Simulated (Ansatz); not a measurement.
# SiGeH2 (singlet): wave-function methods side by side, cc-pVTZ

The task here is to estimate one member of a computed series from the others.

Method: cc-pVTZ, core rule «outside noble gas», up to 19 orbitals frozen; program: Ansatz 0.2.0, Gaussian basis.

The runs, in order: UHF; CCSD(T) on RHF; CCSD(T) on UHF; BCCD(T) on RHF; CCSDT(Q) on RHF; CCSDT(Q) on UHF; CASSCF and MRCISD+Q, 10 electrons in 10 orbitals; CASSCF and NEVPT2, 10 electrons in 10 orbitals.

6 further runs of the same task are left out: 6 set aside as unsound or not needed.

## The system

The geometry is a PBE0/def2-TZVP stationary point (not a proven minimum) of the parent state, kept for this charge and spin. No spin-orbit coupling is included. The filled d shell of Ge may be among the frozen orbitals whatever the setting's name suggests; the logs give the count.

4 atoms, charge 0, spin multiplicity 1.

Atoms are counted from 1 here; the program's logs count them from 0.

Bond lengths: Si1–Ge2 2.341 Å, Si1–H3 1.514 Å, Ge2–H4 1.581 Å. Angles: Ge2–Si1–H3 106.8°, Si1–Ge2–H4 101.4°.

Geometry (Å):

| atom | x (Å) | y (Å) | z (Å) |
| --- | --- | --- | --- |
| Si1 | 0.0000 | -0.1395 | 1.6714 |
| Ge2 | 0.0000 | 0.0566 | -0.6618 |
| H3 | 0.0000 | 1.2679 | 2.2283 |
| H4 | 0.0000 | -1.4615 | -1.1039 |

Set-up of the first run:

File in.yaml:

```yaml
crystal:
  periodic: [false, false, false]
  atoms:
    - {symbol: Si, position_ang: [0.000000, -0.139453, 1.671406]}
    - {symbol: Ge, position_ang: [0.000000, 0.056604, -0.661833]}
    - {symbol: H, position_ang: [0.000000, 1.267918, 2.228287]}
    - {symbol: H, position_ang: [0.000000, -1.461483, -1.103914]}
basis:
  gaussian: {orbitals: cc-pVTZ}
magnetization: {spin_polarized: true, initial_magnetization: 0}
hamiltonian: {xc: hf}
output: {orbitals: {seedname: orbitals}}
```

The run is started by

```sh
$ ansatz run in.yaml --threads 1 --pin off --events-out ev --progress --plain --max-ram 4096MiB --backend cpu
```

Among the steps run: UHF; CCSD(T) on RHF; CCSD(T) on UHF; BCCD(T) on RHF; CCSDT(Q) on RHF; CCSDT(Q) on UHF; CASSCF and MRCISD+Q, 10 electrons in 10 orbitals; CASSCF and NEVPT2, 10 electrons in 10 orbitals.

One table of the session follows, with a row left open; its other results are not shown here.

| method | from RCCSDT(Q) (kcal/mol) |
| --- | --- |
| UHF | +141.45 |
| RMP2 | +34.02 |
| UMP2 | +36.35 |
| RCCSD | +14.04 |
| UCCSD | +8.46 |
| RCCSD(T) | +2.45 |
| UCCSD(T) | +1.44 |
| BCCD(T) | +2.50 |
| RCCSDT | +1.59 |
| UCCSDT | -0.93 |
| RCCSDT(Q) | 0 |
| UCCSDT(Q) | ? |
| CASSCF valence | +102.44 |
| NEVPT2 valence | +25.85 |
| MRCISD valence | +9.97 |
| MRCISD+Q valence | +1.79 |

Estimate the missing values for UCCSDT(Q).

**Answer.** from RCCSDT(Q) (kcal/mol): -1.89. In the column «from RCCSDT(Q) (kcal/mol)» it is the lowest.

Some runs used a GPU and others CPU threads alone; cost is compared among the GPU runs only.

Among the levels timed on like hardware and quicker than the yardstick, those that no quicker one beats, quickest first: NEVPT2 valence (16 s, +25.85 kcal/mol); MRCISD+Q valence (18 s, +1.79 kcal/mol).

Caveats from the session: The determinant is far from a pure spin state, so its energy mixes those of several spin states (harmless only where they are near-degenerate, as at dissociation). Left out of the table: RHF (another determinant or state than the rows shown). Warnings: restricted reference is unstable; spin contamination; coupled cluster took another determinant than the lowest; large T1 diagnostic. Restricted and unrestricted rows rest on different reference determinants; where their highest levels disagree by more than a few hundredths of an eV, they describe different states and don't form one ladder.
